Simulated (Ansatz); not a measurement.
# Si2H7Br (built from SMILES [H][H].[SiH3][SiH2]Br): search for a transition state

Is there a first-order saddle for this four-centre ligand exchange, which should form Si1–H7, Br2–H6 and break Si1–Br2, H6–H7, and which two structures does it connect?

Program: Ansatz 0.2.0, Gaussian basis. Level of theory: PBE0-D4, def2-SVP first, then def2-TZVP. These are calculated values, not measurements.

152 further runs of the same task are left out: 152 set aside as unsound or not needed.

## 1. The starting structure

The guess: 10 atoms, charge 0, spin multiplicity 1.

Atoms are counted from 1 here; the program's logs count them from 0.

Bond lengths: Si1–H3 1.454 Å, Si1–H4 1.479 Å, Si1–Si5 2.317 Å, Si5–H8 1.460 Å, Si5–H9 1.459 Å, Si5–H10 1.479 Å. Angles: H3–Si1–H4 103.7°, H3–Si1–Si5 131.9°, H4–Si1–Si5 119.3°, Si1–Si5–H8 111.0°, Si1–Si5–H9 110.0°, Si1–Si5–H10 106.7°, H8–Si5–H9 113.7°, H8–Si5–H10 107.8°, H9–Si5–H10 107.4°.

As a file:

```xyz
10
charge 0, multiplicity 1
Si   -0.1544   -1.0701    0.2437
Br    2.0029    0.5218   -1.2758
H     0.5402   -2.1110   -0.4963
H    -0.7069   -1.7826    1.4162
Si   -1.1211    0.9245   -0.4298
H     2.0960   -0.0054    0.8516
H     1.4799   -0.4354    1.3363
H    -0.4612    2.0647    0.1993
H    -1.1531    0.9966   -1.8868
H    -2.5223    0.8969    0.0416
```

Distances that are to change: Si1–H7 2.07 Å, Br2–H6 2.19 Å, Si1–Br2 3.08 Å, H6–H7 0.89 Å.

## 2. Relaxing the guess with the reacting distances held

File hold/in.yaml:

```yaml
crystal:
  periodic: [false, false, false]
  atoms:
    - {symbol: Si, position_ang: [-0.154400, -1.070100, 0.243700]}
    - {symbol: Br, position_ang: [2.002900, 0.521800, -1.275800]}
    - {symbol: H, position_ang: [0.540200, -2.111000, -0.496300]}
    - {symbol: H, position_ang: [-0.706900, -1.782600, 1.416200]}
    - {symbol: Si, position_ang: [-1.121100, 0.924500, -0.429800]}
    - {symbol: H, position_ang: [2.096000, -0.005400, 0.851600]}
    - {symbol: H, position_ang: [1.479900, -0.435400, 1.336300]}
    - {symbol: H, position_ang: [-0.461200, 2.064700, 0.199300]}
    - {symbol: H, position_ang: [-1.153100, 0.996600, -1.886800]}
    - {symbol: H, position_ang: [-2.522300, 0.896900, 0.041600]}
basis:
  gaussian: {orbitals: def2-SVP}
hamiltonian: {xc: pbe0, dispersion: d4}
relax: {f_tol: 0.04, max_steps: 150, escape_saddle: false, constraints: [{distance: [0, 6]}, {distance: [1, 5]}, {distance: [0, 1]}, {distance: [5, 6]}]}
```

On the command line:

```sh
ansatz run in.yaml --threads 4 --pin off --events-out ev --progress --plain --max-ram 9574MiB
```

Further steps of the session: Force constants to start from; Saddle search in the small basis; Saddle search in triple zeta; Checking the order of the point; Relaxing after a step of 0.30 Å one way along the mode; Relaxing after a step of 0.30 Å the other way along the mode.

Q: Predict the outcome of this session. Wanted: imaginary mode; barrier from the start side; barrier from the end side; energy of the step; pairs that change; zero-point energy at the saddle.

The runs gave:

```
                       quantity                                                       value
                 imaginary mode                                                   653i cm⁻¹
    barrier from the start side                                               46.3 kcal/mol
      barrier from the end side                                               30.1 kcal/mol
             energy of the step                                              +16.2 kcal/mol
              pairs that change  Si1–H7 formed, Br2–H6 formed, Si1–Br2 broken, H6–H7 broken
zero-point energy at the saddle                                                    1.549 eV
```

One imaginary mode, 653i cm⁻¹, makes this a first-order saddle. Going downhill both ways gives the intended start and end. At PBE0-D4/def2-TZVP the electronic barrier is 46.3 kcal/mol, about 78 kT at 298 K, and the step runs 16.2 kcal/mol uphill. These are plain relaxations, not an intrinsic reaction coordinate. The ends are the nearest minima, not always the lowest complexes.
